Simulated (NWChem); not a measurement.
**A workflow on the pair AsH3···BNH3Cl**

Aim: a single-point energy (singlet BAsNH6Cl, B97-D/3-21G), then a single-point energy (singlet AsH3, B97-D/3-21G), then a single-point energy (singlet BNH3Cl, B97-D/3-21G), then a single-point energy (singlet AsH3, B97-D/3-21G), then a single-point energy (singlet BNH3Cl, B97-D/3-21G) of AsBClH6N and its partners. 

Program for the calculation: NWChem 7.3.0.

**1. The molecule**

The species is BAsNH6Cl (10 atoms), meant as a singlet with charge 0. The two molecules were placed rigidly side by side, at 0.8 times their contact distance; the pair isn't optimised.

Bond lengths: N5–B6 1.383 Å, B6–Cl7 1.768 Å, As1–H2 1.522 Å, As1–H3 1.522 Å, As1–H4 1.522 Å, N5–H8 1.005 Å, N5–H9 1.006 Å, B6–H10 1.191 Å. Angles: N5–B6–Cl7 119.7°, N5–B6–H10 121.5°, Cl7–B6–H10 118.8°, B6–N5–H8 122.2°, B6–N5–H9 123.2°, H8–N5–H9 114.7°, H2–As1–H3 92.0°, H2–As1–H4 92.0°, H3–As1–H4 92.0°.

**2. A single-point energy at B97-D/3-21G (run 1)**

Input file work.nw:

```
start work
title "AsBClH6N B97-D"
memory stack 880 mb heap 220 mb global 1100 mb

geometry units angstroms noautosym nocenter noautoz
 As   -0.215800    0.487620   -0.346000
 H     0.349900    0.630320    1.059400
 H    -1.068000   -0.705480    0.061100
 H     0.933900   -0.412470   -0.774500
 N     1.941230    0.513300   -2.835560
 B     1.827570   -0.549140   -3.713140
 Cl    1.197420   -0.276550   -5.342260
 H     2.294280    0.400480   -1.901220
 H     1.680530    1.455340   -3.074900
 H     2.145420   -1.652940   -3.398380
end

basis spherical bse
 * library 3-21G
end

dft
 xc becke97-d
 grid fine
 convergence energy 1e-08
 iterations 100
 mulliken
 print low
end

task dft
```

The run is started by

```
nwchem work.nw > work.out
```

Output (excerpt; [...] marks lines left out):

```text
[...]
 d= 0,ls=0.0,diis     1  -2766.9532958897 -3.03D+03  1.62D-02  5.10D-01     1.3
[...]
 d= 0,ls=0.0,diis    10  -2767.0187885404 -3.78D-09  4.36D-07  1.56D-09     9.8
         Total DFT energy =    -2767.018788540428
      One electron energy =    -4371.683854850767
           Coulomb energy =     1468.536116818289
    Exchange-Corr. energy =     -125.811062823229
 Nuclear repulsion energy =      261.949605147712
    Dispersion correction =       -0.009592832433
[...]
      Total Density - Mulliken Population Analysis
     ---------------------------------------------
    Atom       Charge   Shell Charges
 -----------   ------   -------------------------------------------------------
    1 As  33    32.89   2.00  2.00  5.99  2.00  5.95  0.90  1.77  1.00  1.29  9.99
    2 H    1     1.04   0.44  0.60
    3 H    1     1.03   0.44  0.59
    4 H    1     1.05   0.44  0.61
    5 N    7     7.73   1.99  0.38  1.92  1.27  2.16
    6 B    5     4.73   1.98  0.42  1.31  0.46  0.56
    7 Cl  17    17.22   2.00  1.95  5.90  1.18  3.15  0.86  2.18
    8 H    1     0.68   0.46  0.22
    9 H    1     0.68   0.46  0.22
   10 H    1     0.96   0.47  0.49
[...]
```

It took 11 s on 1 thread of Intel Xeon Platinum 8488C (Sapphire Rapids), shared host; peak memory 0.12 GiB.

**3. AsH3: the energy at B97-D/3-21G (run 2)**

Input file ash3.nw:

```
start ash3
memory stack 880 mb heap 220 mb global 1100 mb
geometry units angstroms noautosym nocenter noautoz
   As    -0.215800     0.487620    -0.346000
   H      0.349900     0.630320     1.059400
   H     -1.068000    -0.705480     0.061100
   H      0.933900    -0.412470    -0.774500
end
basis spherical bse
   * library 3-21G
end
dft
   xc becke97-d
   mult 1
   grid fine
   convergence energy 1e-08
   maxiter 100
   mulliken
   print low
end
task dft energy
```

The run is started by

```
nwchem ash3.nw > ash3.out
```

Output (excerpt; [...] marks lines left out):

```text
[...]
 d= 0,ls=0.0,diis     1  -2228.0057662879 -2.26D+03  1.77D-02  1.13D-01     0.3
[...]
 d= 0,ls=0.0,diis     6  -2228.0232600195 -4.92D-09  2.75D-07  2.11D-11     1.4
         Total DFT energy =    -2228.023260019467
      One electron energy =    -3177.565956812772
           Coulomb energy =      999.889631075292
    Exchange-Corr. energy =      -85.498564070182
 Nuclear repulsion energy =       35.153225468853
    Dispersion correction =       -0.001595680657
[...]
      Total Density - Mulliken Population Analysis
     ---------------------------------------------
    Atom       Charge   Shell Charges
 -----------   ------   -------------------------------------------------------
    1 As  33    32.90   2.00  2.00  5.99  2.00  5.95  0.90  1.76  1.01  1.31  9.99
    2 H    1     1.03   0.44  0.60
    3 H    1     1.03   0.44  0.60
    4 H    1     1.03   0.44  0.60
[...]
```

Wall time 2 s (1 thread of Intel Xeon Platinum 8488C (Sapphire Rapids), shared host); peak memory 0.11 GiB.

**4. BNH3Cl: a single-point energy at B97-D/3-21G (run 3)**

Input file calc.nw:

```
start calc
title "BClH3N"
memory stack 880 mb heap 220 mb global 1100 mb

geometry units angstrom noautosym nocenter noautoz
 N      1.941230     0.513300    -2.835560
 B      1.827570    -0.549140    -3.713140
 Cl     1.197420    -0.276550    -5.342260
 H      2.294280     0.400480    -1.901220
 H      1.680530     1.455340    -3.074900
 H      2.145420    -1.652940    -3.398380
end

basis spherical bse
 * library 3-21G
end

dft
 xc becke97-d
 grid fine
 convergence energy 1e-08
 maxiter 100
 mulliken
 print low
end

task dft energy
```

The run is started by

```
nwchem calc.nw > calc.out
```

Output (excerpt; [...] marks lines left out):

```text
[...]
 d= 0,ls=0.0,diis     1   -538.9505531300 -6.24D+02  2.40D-02  3.89D-01     0.4
[...]
 d= 0,ls=0.0,diis    10   -538.9972683539 -1.49D-09  6.99D-07  1.32D-09     3.2
         Total DFT energy =     -538.997268353893
      One electron energy =     -911.678138362917
           Coulomb energy =      327.590394652040
    Exchange-Corr. energy =      -40.305038131183
 Nuclear repulsion energy =       85.398234472444
    Dispersion correction =       -0.002720984277
[...]
      Total Density - Mulliken Population Analysis
     ---------------------------------------------
    Atom       Charge   Shell Charges
 -----------   ------   -------------------------------------------------------
    1 N    7     7.72   1.99  0.38  1.92  1.26  2.17
    2 B    5     4.73   1.98  0.42  1.31  0.46  0.57
    3 Cl  17    17.22   2.00  1.95  5.90  1.18  3.15  0.86  2.18
    4 H    1     0.68   0.46  0.22
    5 H    1     0.68   0.46  0.22
    6 H    1     0.96   0.47  0.49
[...]
```

Run time: 3.9 s. Hardware: 1 thread of Intel Xeon Platinum 8488C (Sapphire Rapids), shared host; peak memory 0.11 GiB.

**5. AsH3 among ghost functions: the energy at B97-D/3-21G (with ghost functions) (run 4)**

Input file m1.nw:

```
START m1
TITLE "AsH3 energy"
memory total 2200 mb
charge 0

GEOMETRY units angstrom noautosym nocenter noautoz
As      -0.215800       0.487620      -0.346000
H        0.349900       0.630320       1.059400
H       -1.068000      -0.705480       0.061100
H        0.933900      -0.412470      -0.774500
bqN      1.941230     0.513300    -2.835560
bqB      1.827570    -0.549140    -3.713140
bqCl     1.197420    -0.276550    -5.342260
bqH      2.294280     0.400480    -1.901220
bqH      1.680530     1.455340    -3.074900
bqH      2.145420    -1.652940    -3.398380
END

BASIS spherical bse
As library 3-21G
H library 3-21G
bqN library N 3-21G
bqB library B 3-21G
bqCl library Cl 3-21G
bqH library H 3-21G
END

DFT
xc becke97-d
grid fine
convergence energy 1e-08
maxiter 100
mulliken
noprint "final vectors analysis"
END

TASK dft energy
```

The run is started by

```
nwchem m1.nw > m1.out
```

Output (excerpt; [...] marks lines left out):

```text
[...]
          Wavefunction type:  closed shell.
          No. of atoms     :    10
          No. of electrons :    36
[...]
          Charge           :     0
          Spin multiplicity:     1
[...]
          AO basis - number of functions:    65
[...]
              XC Information
              --------------
                   Becke 97-D Method XC Functional
                  Becke 1997-D Exchange Functional  1.000
                Becke 1997-D Correlation Potential  1.000
[...]
 d= 0,ls=0.0,diis     1  -2228.0064903908 -2.26D+03  7.64D-03  1.14D-01     1.2
[...]
 d= 0,ls=0.0,diis     6  -2228.0240505072 -6.68D-09  8.28D-07  6.32D-10     5.6
         Total DFT energy =    -2228.024050507216
      One electron energy =    -3177.531806636528
           Coulomb energy =      999.852647414114
    Exchange-Corr. energy =      -85.496521072999
 Nuclear repulsion energy =       35.153225468853
    Dispersion correction =       -0.001595680657
[...]
      Total Density - Mulliken Population Analysis
     ---------------------------------------------
    Atom       Charge   Shell Charges
 -----------   ------   -------------------------------------------------------
    1 As  33    32.89   2.00  2.00  5.99  2.00  5.95  0.90  1.77  1.01  1.30  9.99
    2 H    1     1.03   0.44  0.60
    3 H    1     1.04   0.44  0.60
    4 H    1     1.03   0.44  0.59
    5 X    0    -0.00   0.00  0.00  0.00 -0.00 -0.00
    6 X    0     0.00  -0.00 -0.00  0.00  0.00  0.00
    7 X    0    -0.00   0.00  0.00 -0.00  0.00 -0.00 -0.00 -0.00
    8 X    0     0.00  -0.00  0.00
    9 X    0     0.00  -0.00  0.00
   10 X    0     0.00  -0.00  0.00
[...]
```

Run time: 6.3 s. Hardware: 1 thread of Intel Xeon Platinum 8488C (Sapphire Rapids), shared host; peak memory 0.12 GiB.

**6. BNH3Cl among ghost functions: a single-point energy at B97-D/3-21G (with ghost functions) (run 5)**

Input file nw.nw:

```
start nw
memory total 2200 mb
charge 0
geometry noautosym nocenter noautoz
   N     1.941230    0.513300   -2.835560
   B     1.827570   -0.549140   -3.713140
   Cl    1.197420   -0.276550   -5.342260
   H     2.294280    0.400480   -1.901220
   H     1.680530    1.455340   -3.074900
   H     2.145420   -1.652940   -3.398380
   bqAs    -0.215800     0.487620    -0.346000
   bqH      0.349900     0.630320     1.059400
   bqH     -1.068000    -0.705480     0.061100
   bqH      0.933900    -0.412470    -0.774500
end
basis "ao basis" spherical bse
   N library 3-21G
   B library 3-21G
   Cl library 3-21G
   H library 3-21G
   bqAs library As 3-21G
   bqH library H 3-21G
end
dft
   xc becke97-d
   grid fine
   convergence energy 1e-08
   maxiter 100
   mulliken
   print low
end
task dft energy
```

The run is started by

```
nwchem nw.nw > nw.out
```

Output (excerpt; [...] marks lines left out):

```text
[...]
 d= 0,ls=0.0,diis     1   -538.9532551445 -6.24D+02  1.36D-02  3.89D-01     1.2
[...]
 d= 0,ls=0.0,diis    10   -538.9999690890 -1.56D-09  3.97D-07  1.32D-09     9.4
         Total DFT energy =     -538.999969089007
      One electron energy =     -911.614906341714
           Coulomb energy =      327.518814908019
    Exchange-Corr. energy =      -40.299391143480
 Nuclear repulsion energy =       85.398234472444
    Dispersion correction =       -0.002720984277
[...]
      Total Density - Mulliken Population Analysis
     ---------------------------------------------
    Atom       Charge   Shell Charges
 -----------   ------   -------------------------------------------------------
    1 N    7     7.73   1.99  0.38  1.92  1.27  2.17
    2 B    5     4.72   1.98  0.42  1.31  0.46  0.56
    3 Cl  17    17.22   2.00  1.95  5.90  1.18  3.15  0.86  2.18
    4 H    1     0.67   0.46  0.21
    5 H    1     0.68   0.46  0.22
    6 H    1     0.96   0.47  0.49
    7 X    0     0.02  -0.00 -0.00 -0.00 -0.00  0.00 -0.00 -0.00  0.00  0.01  0.00
    8 X    0     0.00  -0.00  0.00
    9 X    0     0.00  -0.00  0.00
   10 X    0     0.01  -0.00  0.01
[...]
```

Run time: 10 s. Hardware: 1 thread of Intel Xeon Platinum 8488C (Sapphire Rapids), shared host; peak memory 0.12 GiB.

**7. Results**

| quantity | value |
| --- | --- |
| run 1, B97-D/3-21G: total energy | -2767.01879 Eh |
| run 1, B97-D/3-21G: dispersion energy | -25.19 kJ/mol |
| AsH3: total energy | -2228.02326 Eh |
| AsH3: dispersion energy | -4.19 kJ/mol |
| BNH3Cl: total energy | -538.99727 Eh |
| BNH3Cl: dispersion energy | -7.14 kJ/mol |
| AsH3 among ghost functions: total energy | -2228.02405 Eh |
| AsH3 among ghost functions: dipole moment | 0.76 D |
| AsH3 among ghost functions: dispersion energy | -4.19 kJ/mol |
| BNH3Cl among ghost functions: total energy | -538.99997 Eh |
| BNH3Cl among ghost functions: dispersion energy | -7.14 kJ/mol |
| interaction energy of the rigid parts AsH3 and BNH3Cl (parts in their own basis; closest atoms 1.94 Å apart) | 0.047 eV |
| interaction energy of the rigid parts AsH3 and BNH3Cl (parts in the whole basis, counterpoise; closest atoms 1.94 Å apart) | 0.142 eV |

In words: The interaction energy of the rigid parts AsH3 and BNH3Cl (parts in their own basis; closest atoms 1.94 Å apart) is 0.05 eV (1.1 kcal/mol): the parts repel at this shape. Without counterpoise this holds the superposition error of the basis. The interaction energy of the rigid parts AsH3 and BNH3Cl (parts in the whole basis, counterpoise; closest atoms 1.94 Å apart) is 0.14 eV (13.7 kJ/mol): the parts repel at this shape. The basis-set superposition error is 9.2 kJ/mol. Mulliken charges (run 1, B97-D/3-21G) run from -0.73 on N5 to +0.32 on H8; they depend strongly on the basis.
